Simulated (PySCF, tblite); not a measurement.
# C₆H₄NS radical: geometry, infrared bands and EPR parameters

What infrared bands and EPR parameters should C₆H₄NS radical (`[H]/N=C\[C]=C/C(=S)C#C`) show?

Computed with tblite 0.8.0 and PySCF 2.14.0, with density-fitted response routines of our own, on a single molecule in the gas phase. Atoms count from 0, in the outputs and in this text.

**1. The starting structure**

12 atoms, charge 0, multiplicity 2; geometry from: force field or distance geometry start.

Bonds of the start (Å): C0–C1 1.23, C1–C2 1.44, C2–S3 1.64, C2–C4 1.49, C4–C5 1.33, C5–C6 1.45, C6–N7 1.29, C0–H8 1.06, C4–H9 1.07, C6–H10 1.10, N7–H11 1.03.

**2. Optimising the geometry with GFN2-xTB**

Job settings and geometry (Å):

```
{"job": {"kind": "relax", "xc": "GFN2-xTB", "basis": "xTB"}, "charge": 0, "multiplicity": 2}
C      2.911600    -0.998400    -0.089900
C      2.112500    -0.108000     0.183700
C      1.202300     0.939900     0.553000
S      1.689700     2.353800     1.216400
C     -0.244200     0.708100     0.286000
C     -0.563400    -0.452400    -0.271900
C     -1.901800    -0.881200    -0.620800
N     -2.952200    -0.153600    -0.417200
H      3.588800    -1.775500    -0.334900
H     -0.965400     1.464000     0.531100
H     -2.060900    -1.875900    -1.072500
H     -2.815900     0.778500     0.010900
```

Started as:

```bash
> OMP_NUM_THREADS=1 python probes_run.py task.json out
```

This one command runs all jobs of the session in turn.

**Question.** This job is followed by: GFN2-xTB harmonic vibrations, gas phase; UKS B3LYP, pcH-1 on C H N S, non-relativistic, mean-field spin-orbit, GIAO. Predict these results of the whole session: strongest single infrared mode (GFN2-xTB); zero-point energy (GFN2-xTB); g(iso) (B3LYP); ⟨S²⟩; largest a(iso); potential on the surface of density 0.002 e/bohr³, 1st and 99th percentile.

**Answer**, as computed:

| quantity | value |
| --- | --- |
| strongest single infrared mode (GFN2-xTB) | 1430 cm⁻¹, 130 km/mol |
| zero-point energy (GFN2-xTB) | 46.6 kcal/mol |
| g(iso) (B3LYP) | 2.00224 |
| ⟨S²⟩ | 0.782 (exact 0.75) |
| largest a(iso) | 1H on H9, 101.5 MHz |
| potential on the surface of density 0.002 e/bohr³, 1st and 99th percentile | -1.57 V and 1.78 V |

What this shows: Over 119 steps the energy fell by 0.893 eV; of the close pairs, C5–C6 changed most, 1.448 to 1.357 Å. All 30 modes are real, so the xTB geometry is a minimum. The strongest single mode, at 1430 cm⁻¹, moves mainly C6 and N7. Unscaled tight-binding wavenumbers are off by several per cent, some by more. Its intensities can rank the bands wrongly. The largest spin populations lie on C5 (0.74 e), N7 (0.55 e). The isotropic g lies 0.1 ppt below the free-electron value. The conformer search found further structures of the same energy, which may be mirror or relabelled copies of this one.
